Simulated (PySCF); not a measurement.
# WOCl3 (WCl3O) radical: a look at the electrons

For WOCl3 (WCl3O) radical, the scripts below analyse its density (charges, bond critical points, surface potential) and see where an electron leaves and enters.

Method: levels as typed in each script, gas phase, geometry from GFN2-xTB; program: PySCF 2.14.0.

### 1 The starting structure

5 atoms, charge 0, spin multiplicity 2.

Bond lengths: W1–O2 1.671 Å, W1–Cl3 2.151 Å, W1–Cl4 2.251 Å, W1–Cl5 2.251 Å. Angles: O2–W1–Cl3 130.8°, O2–W1–Cl4 107.8°, O2–W1–Cl5 107.8°, Cl3–W1–Cl4 105.9°, Cl3–W1–Cl5 105.9°, Cl4–W1–Cl5 91.8°.

Geometry (Å):

| atom | x (Å) | y (Å) | z (Å) |
| --- | --- | --- | --- |
| W1 | -0.0905 | -0.0001 | -0.2825 |
| O2 | 0.2844 | 0.0015 | -1.9111 |
| Cl3 | -1.9923 | -0.0005 | 0.7225 |
| Cl4 | 1.1258 | 1.6167 | 0.7038 |
| Cl5 | 1.1266 | -1.6166 | 0.7027 |

### 2 Density, bond paths and surface potential (PBE0/def2-svp)

File input.py:

```python
import numpy as np
from pyscf import gto, scf, dft
from pyscf.scf import atom_ks, atom_hf
from scipy.linalg import block_diag

def solve(mol, dm0=None, hcore=None):
    mf = (dft.UKS if mol.spin else dft.RKS)(mol, xc='pbe0')
    mf.grids.level = 3
    mf = mf.density_fit(auxbasis='def2-universal-jkfit')
    mf.conv_tol, mf.max_cycle = 1e-8, 80
    if hcore is not None:
        mf.get_hcore = lambda *args: hcore
    mf.kernel(dm0)
    if not mf.converged:
        mf = mf.newton().run(mf.mo_coeff, mf.mo_occ, max_cycle=30)
    assert mf.converged, 'SCF not converged'
    return mf

mol = gto.M(atom='''
W     -0.09049    -0.00005    -0.28250
O      0.28436     0.00154    -1.91110
Cl    -1.99230    -0.00054     0.72254
Cl     1.12576     1.61667     0.70377
Cl     1.12660    -1.61661     0.70274
''', basis='def2-svp', ecp={'W': 'def2-svp'}, charge=0, spin=1, verbose=4)
mf = solve(mol)
mf.analyze()
# spherically averaged free atoms, for the promolecule
atom_ks.AtomSphAverageRKS.init_guess_by_vsap = lambda self, mol=None: self.init_guess_by_minao(mol)  # core potentials
atm = atom_ks.get_atm_nrks(mol, xc='pbe0')
pro = block_diag(*[(atm[a[0]][2] * atm[a[0]][3]) @ atm[a[0]][2].T for a in mol._atom])
np.savez('result.npz', e=mf.e_tot, c=mf.mo_coeff, occ=mf.mo_occ, eps=mf.mo_energy, pro=pro, dip=mf.dip_moment(verbose=0), s2=mf.spin_square()[0])
```

Launch:

```console
> OMP_NUM_THREADS=1 python input.py
```

### 4 Removing and adding an electron (B3LYP/def2-svpd)

File input.py:

```python
import numpy as np
from pyscf import gto, scf, dft
from pyscf.scf import atom_ks, atom_hf
from scipy.linalg import block_diag

def solve(mol, dm0=None, hcore=None):
    mf = (dft.UKS if mol.spin else dft.RKS)(mol, xc='b3lyp')
    mf.grids.level = 3
    mf = mf.density_fit(auxbasis='def2-universal-jkfit')
    mf.conv_tol, mf.max_cycle = 1e-8, 80
    if hcore is not None:
        mf.get_hcore = lambda *args: hcore
    mf.kernel(dm0)
    if not mf.converged:
        mf = mf.newton().run(mf.mo_coeff, mf.mo_occ, max_cycle=30)
    assert mf.converged, 'SCF not converged'
    return mf

mol = gto.M(atom='''
W     -0.09049    -0.00005    -0.28250
O      0.28436     0.00154    -1.91110
Cl    -1.99230    -0.00054     0.72254
Cl     1.12576     1.61667     0.70377
Cl     1.12660    -1.61661     0.70274
''', basis='def2-svpd', ecp={'W': 'def2-svpd'}, charge=0, spin=1, verbose=4)
mf = solve(mol)
out = dict(e0=mf.e_tot, dm0=mf.make_rdm1(), c=mf.mo_coeff, occ=mf.mo_occ, eps=mf.mo_energy)
for name, dq, spin in [('cation', 1, 0), ('anion', -1, 0)]:
    ion = mol.copy().set(charge=mol.charge + dq, spin=spin).build()
    mi = solve(ion)
    if spin and dq > 0 and mol.nao < 130:
        c, _, stable, _ = mi.stability(return_status=True)
        if not stable:
            mi = solve(ion, mi.make_rdm1(c, mi.mo_occ))
    print(name, 'vertical energy change / eV', (mi.e_tot - mf.e_tot) * 27.211386)
    out.update({'e_' + name: mi.e_tot, 'dm_' + name: mi.make_rdm1(), 's2_' + name: mi.spin_square()[0], 'eps_' + name: mi.mo_energy, 'occ_' + name: mi.mo_occ})
# spherically averaged free atoms, for the promolecule
atom_ks.AtomSphAverageRKS.init_guess_by_vsap = lambda self, mol=None: self.init_guess_by_minao(mol)  # core potentials
atm = atom_ks.get_atm_nrks(mol, xc='b3lyp')
pro = block_diag(*[(atm[a[0]][2] * atm[a[0]][3]) @ atm[a[0]][2].T for a in mol._atom])
np.savez('result.npz', pro=pro, **out)
```

(Steps that only read results are left out.)

Before running it: what results should come out? Wanted: dipole moment; HOMO, LUMO; vertical ionisation energy; vertical electron affinity.

The runs gave:

```
                                    quantity            value
               dipole moment (PBE0/def2-svp)           1.85 D
                  HOMO, LUMO (PBE0/def2-svp)  -6.66, -3.34 eV
vertical ionisation energy (B3LYP/def2-svpd)          8.58 eV
vertical electron affinity (B3LYP/def2-svpd)          1.63 eV
```

At PBE0/def2-svp: The highest Hirshfeld charge is on W1 (+0.67 e), the lowest on O2 (−0.29 e). The ionisation energy from two SCF runs, 8.58 eV, lies 2.1 eV above −ε(HOMO) = 6.49 eV of the same level, B3LYP/def2-svpd, since self-interaction lifts this functional's HOMO. The geometry was not optimised at these levels.
